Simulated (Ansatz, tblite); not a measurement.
**Mer-VF3(H2O)3 (F₃H₆O₃V): rung by rung**

How do method and basis change the picture of mer-VF3(H2O)3 (F₃H₆O₃V) (triplet)?

Method: as each input shows; program: Ansatz 0.2.0, Gaussian basis.

Plan: GFN1-xTB, GFN2-xTB, PBE-D4/def2-TZVP, r2SCAN-D4/def2-TZVP, ωB97M-V/def2-TZVP, HSE06-D4/def2-TZVP, CAM-B3LYP-D4/def2-TZVP, r2SCAN0-D4/def2-TZVP, HF/def2-TZVP, LC-ωPBE(0.10)/def2-SVP, LC-ωPBE(0.15)/def2-SVP, LC-ωPBE(0.20)/def2-SVP, LC-ωPBE(0.30)/def2-SVP, PBE-D4/def2-SVP, PBE0-D4/def2-SVP, HF/STO-3G, PBE0-D4/def2-TZVPD, PBE-D4/def2-TZVPD, r2SCAN-D4/def2-TZVPD, MP2/def2-TZVP, RPA/def2-TZVP.

## (1) The relaxed structure

The triplet was relaxed beforehand with r2SCAN-D4/def2-SVP.

13 atoms, charge 0, spin multiplicity 3.

Bond lengths: V1–F2 1.822 Å, V1–F3 1.869 Å, V1–F4 1.796 Å, V1–O5 2.203 Å, V1–O8 2.125 Å, V1–O11 2.144 Å, O5–H6 0.967 Å, O5–H7 0.971 Å, O8–H9 0.972 Å, O8–H10 0.977 Å, O11–H12 0.973 Å, O11–H13 0.982 Å. Angles: F2–V1–F3 153.9°, F2–V1–F4 103.2°, F2–V1–O5 79.3°, F2–V1–O8 81.8°, F2–V1–O11 98.9°, F3–V1–F4 102.3°, F3–V1–O5 75.5°, F3–V1–O8 104.8°, F3–V1–O11 77.4°, F4–V1–O5 176.2°, F4–V1–O8 87.3°, F4–V1–O11 86.3°, O5–V1–O8 90.2°, O5–V1–O11 96.1°, O8–V1–O11 173.6°, V1–O5–H6 111.3°, V1–O5–H7 99.6°, H6–O5–H7 108.2° and more.

Formally the metal is d2. No spin-orbit coupling is included.

PBE0-D4/def2-TZVP was run before; its log isn't repeated, and its numbers join the tables.

## (2) GFN1-xTB

Tight binding, by tblite at 300 K electronic temperature and without a spin-polarisation term:

```python
tblite.interface.Calculator('GFN1-xTB', numbers, positions, charge=0, uhf=2).singlepoint()
```

Energy -929.7725 eV; 0.009 s.

## (3) GFN2-xTB

Tight binding, by tblite at 300 K electronic temperature and without a spin-polarisation term:

```python
tblite.interface.Calculator('GFN2-xTB', numbers, positions, charge=0, uhf=2).singlepoint()
```

Energy -858.8660 eV; 0.005 s.

## (4) PBE-D4/def2-TZVP

start.molden holds the orbitals of an earlier run on this state, given as this run's starting guess.

in.yaml

```yaml
crystal:
  periodic: [false, false, false]
  atoms:
    - {symbol: V, position_ang: [0.298249, 0.064137, 0.007910]}
    - {symbol: F, position_ang: [-0.055944, 0.481359, 1.746202]}
    - {symbol: F, position_ang: [-0.163752, -0.529288, -1.703319]}
    - {symbol: F, position_ang: [2.093182, 0.054616, -0.054272]}
    - {symbol: O, position_ang: [-1.902526, 0.159832, -0.035018]}
    - {symbol: H, position_ang: [-2.289291, -0.313077, 0.715004]}
    - {symbol: H, position_ang: [-2.071537, -0.357133, -0.839896]}
    - {symbol: O, position_ang: [0.402722, 2.179519, -0.161006]}
    - {symbol: H, position_ang: [1.365151, 2.306575, -0.215604]}
    - {symbol: H, position_ang: [0.193587, 2.310339, 0.784834]}
    - {symbol: O, position_ang: [0.430496, -2.067453, 0.199481]}
    - {symbol: H, position_ang: [1.389498, -2.164304, 0.328747]}
    - {symbol: H, position_ang: [0.310155, -2.125103, -0.773065]}
basis:
  gaussian: {orbitals: def2-TZVP, initial_orbitals: start.molden}
magnetization: {spin_polarized: true, initial_magnetization: 2}
hamiltonian: {xc: pbe, dispersion: d4}
scf: {omitted_lower_state_checks: [starts]}
output: {forces: true, orbitals: {seedname: orbitals}}
```

Run with:

```
ansatz run in.yaml --threads 4 --pin off --events-out ev --progress --plain --max-ram 8704MiB
```

Further steps of the session: r2SCAN-D4/def2-TZVP; ωB97M-V/def2-TZVP; HSE06-D4/def2-TZVP; CAM-B3LYP-D4/def2-TZVP; r2SCAN0-D4/def2-TZVP; HF/def2-TZVP; LC-ωPBE(0.10)/def2-SVP; LC-ωPBE(0.15)/def2-SVP; LC-ωPBE(0.20)/def2-SVP; LC-ωPBE(0.30)/def2-SVP; PBE-D4/def2-SVP; PBE0-D4/def2-SVP; HF/STO-3G; PBE0-D4/def2-TZVPD; PBE-D4/def2-TZVPD; r2SCAN-D4/def2-TZVPD; MP2/def2-TZVP; RPA/def2-TZVP.

Before running them: what should the planned runs give, taken together? Wanted: gap in def2-TZVP, named functionals and Hartree-Fock, smallest and largest; gap over the ω; correlation energy, MP2/def2-TZVP; binding an atom, functionals in def2-TZVP; ⟨S²⟩ in def2-TZVP, named functionals and Hartree-Fock, smallest and largest; PBE0 total energy, smallest basis above largest.

The runs gave:

```
                                                                   quantity                                        value
 gap in def2-TZVP, named functionals and Hartree-Fock, smallest and largest              0.96 eV (PBE-D4), 15.79 eV (HF)
                                                    gap over the ω (1/bohr)               3.94 eV at 0.1, 8.63 eV at 0.3
                                          correlation energy, MP2/def2-TZVP                                    -50.90 eV
                                  binding an atom, functionals in def2-TZVP  3.71 (r2SCAN0-D4) to 3.84 eV (CAM-B3LYP-D4)
⟨S²⟩ in def2-TZVP, named functionals and Hartree-Fock, smallest and largest                                 2.005, 2.008
                            PBE0 total energy, smallest basis above largest              21.41 eV (def2-SVP, def2-TZVPD)
```

**Reading.** Over the named functionals and Hartree-Fock in def2-TZVP the gap runs from 0.96 eV (PBE-D4) to 15.79 eV (HF); exact exchange widens it. Raising the ω (1/bohr) from 0.1 to 0.3 moves the HOMO by -3.03 eV and the LUMO by +1.66 eV. Over the named functionals and Hartree-Fock in def2-TZVP spin contamination reaches 0.01 (r2SCAN-D4), which is small.
